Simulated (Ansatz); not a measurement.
Working through a comparison of dispersion corrections of H8NPSi2, SMILES N[SiH]([SiH3])P

With the Ansatz DFT code, driven from Python.

The script reads `h8npsi2.xyz`:
```text
12

N    -0.71760    1.51390   -0.46360
Si   -0.23100    0.25080    0.57110
Si    1.82760   -0.68540    0.04880
P    -1.87480   -1.21850    0.41370
H    -0.08490    2.30650   -0.37820
H    -0.68240    1.22060   -1.43710
H    -0.21600    0.82120    1.93580
H     2.88460    0.36140    0.10870
H     1.79730   -1.21600   -1.34210
H     2.18200   -1.78640    0.98460
H    -1.94640   -1.27070   -0.99680
H    -2.93840   -0.29740    0.55520
```

Typed at the interpreter:
```pycon
>>> import warnings
>>> import ansatz as az
>>> SETTINGS = {
...     "basis_set": "def2-SVP",
... }
>>> warnings.simplefilter("ignore", az.DeckWarning)
>>> h8npsi2 = az.Crystal.molecule_from_extxyz("h8npsi2.xyz")
>>> setup = (
...     h8npsi2.calculation()
...     .basis(gaussian=SETTINGS["basis_set"])
...     .scf(lower_state_search="light")
... )
>>> for name in ["pbe0", "revpbe"]:
...     for correction in ("d3bj", "d4"):
...         rep = setup.functional(name, dispersion=correction).run(threads=1).report
...         print(f"{name:8s} {correction:5s} total {rep['free_energy_ev']:.5f} eV, of which dispersion {1000 * rep['dispersion']['energy']['ev']:.2f} meV")
...
pbe0     d3bj  total -26643.94169 eV, of which dispersion -287.99 meV
pbe0     d4    total -26643.91725 eV, of which dispersion -263.55 meV
revpbe   d3bj  total -26650.73440 eV, of which dispersion -744.06 meV
revpbe   d4    total -26650.81649 eV, of which dispersion -826.15 meV
```

Caveats:
- The settings weren't tested for convergence.
- The geometry is a force-field or estimated start, not a minimum of this method, and the basis set is short of its limit. D4 holds the three-body term, and d3bj doesn't.
- Run time: 12 s on 1 thread of Arm Neoverse V2 (shared host), peak memory 0.28 GiB.

(Lines on the test bed's own set-up are left out of the output.)
